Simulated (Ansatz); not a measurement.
# CH7AlGeS: a ladder of functionals and wavefunction methods

The task here is to estimate one member of a computed series from the others.

Computed with Ansatz 0.2.0, Gaussian basis. Level: functionals in def2-TZVPP, the program's frozen cores in correlated methods.

Plan: PBE-D4, r2SCAN-D4, PBE0-D4, B3LYP-D4, ωB97X-V, ωB97M-V, B2PLYP; CCSD(T)/def2-TZVPP; MP2/def2-QZVPP; extrapolation to the limit.

### The geometry

An earlier PBE0-D4 in a triple-zeta def2 set relaxation fixed the geometry.

SMILES `[AlH2][CH](S)[GeH3]`, 11 atoms, charge 0, spin multiplicity 1.

Atoms are counted from 1 here; the program's logs count them from 0.

Bond lengths: Al1–C2 1.959 Å, Al1–H5 1.586 Å, Al1–H6 1.583 Å, C2–S3 1.801 Å, C2–Ge4 1.969 Å, C2–H7 1.096 Å, S3–H8 1.348 Å, Ge4–H9 1.541 Å, Ge4–H10 1.541 Å, Ge4–H11 1.540 Å. Angles: C2–Al1–H5 117.0°, C2–Al1–H6 120.5°, H5–Al1–H6 122.5°, Al1–C2–S3 110.8°, Al1–C2–Ge4 108.4°, Al1–C2–H7 108.3°, S3–C2–Ge4 110.5°, S3–C2–H7 111.3°, Ge4–C2–H7 107.5°, C2–S3–H8 99.6°, C2–Ge4–H9 111.0°, C2–Ge4–H10 109.5°, C2–Ge4–H11 108.5°, H9–Ge4–H10 109.2°, H9–Ge4–H11 109.7°, H10–Ge4–H11 109.0°.

Set-up of the first run:

Input file in.yaml:

```yaml
crystal:
  periodic: [false, false, false]
  atoms:
    - {symbol: Al, position_ang: [-1.040387, 1.532581, 0.561350]}
    - {symbol: C, position_ang: [-0.509748, -0.334660, 0.300422]}
    - {symbol: S, position_ang: [0.053650, -1.061340, 1.849236]}
    - {symbol: Ge, position_ang: [0.923576, -0.389655, -1.048609]}
    - {symbol: H, position_ang: [-1.875484, 2.213593, -0.602178]}
    - {symbol: H, position_ang: [-0.606571, 2.316175, 1.865999]}
    - {symbol: H, position_ang: [-1.366481, -0.881957, -0.107980]}
    - {symbol: H, position_ang: [0.556639, -2.221740, 1.383419]}
    - {symbol: H, position_ang: [0.383933, -0.020372, -2.444527]}
    - {symbol: H, position_ang: [2.034986, 0.602818, -0.657415]}
    - {symbol: H, position_ang: [1.511286, -1.812444, -1.079118]}
basis:
  gaussian: {orbitals: def2-TZVPP}
hamiltonian: {xc: pbe, dispersion: d4}
output: {forces: true, orbitals: {seedname: orbitals}}
```

The run is started by

```
$ ansatz run in.yaml --threads 4 --pin off --events-out ev --progress --plain --max-ram 10444MiB
```

Steps of the session up to this table: PBE-D4 (GGA); r2SCAN-D4 (meta-GGA); PBE0-D4 (hybrid); B3LYP-D4 (hybrid); ωB97X-V (range-separated); ωB97M-V (range-separated); B2PLYP (double hybrid); CCSD(T) in def2-TZVPP; MP2 in def2-QZVPP.

One of the session's tables, all rows but one given; the rest of the session is left out.

| method | atomisation energy (eV) |
| --- | --- |
| PBE-D4 | 32.718 |
| r2SCAN-D4 | ? |
| PBE0-D4 | 32.519 |
| B3LYP-D4 | 32.589 |
| ωB97X-V | 33.057 |
| ωB97M-V | 32.814 |
| B2PLYP | 32.200 |
| HF/def2-TZVPP | 23.897 |
| MP2/def2-TZVPP | 32.114 |
| CCSD/def2-TZVPP | 31.725 |
| CCSD(T)/def2-TZVPP | 32.160 |
| MP2/CBS | 32.904 |
| CCSD(T)/CBS | 32.950 |

Q: Estimate the row for r2SCAN-D4 from the others.

As computed: atomisation energy (eV): 32.873. In the column «atomisation energy (eV)» it lies between ωB97M-V (32.814) and MP2/CBS (32.904).
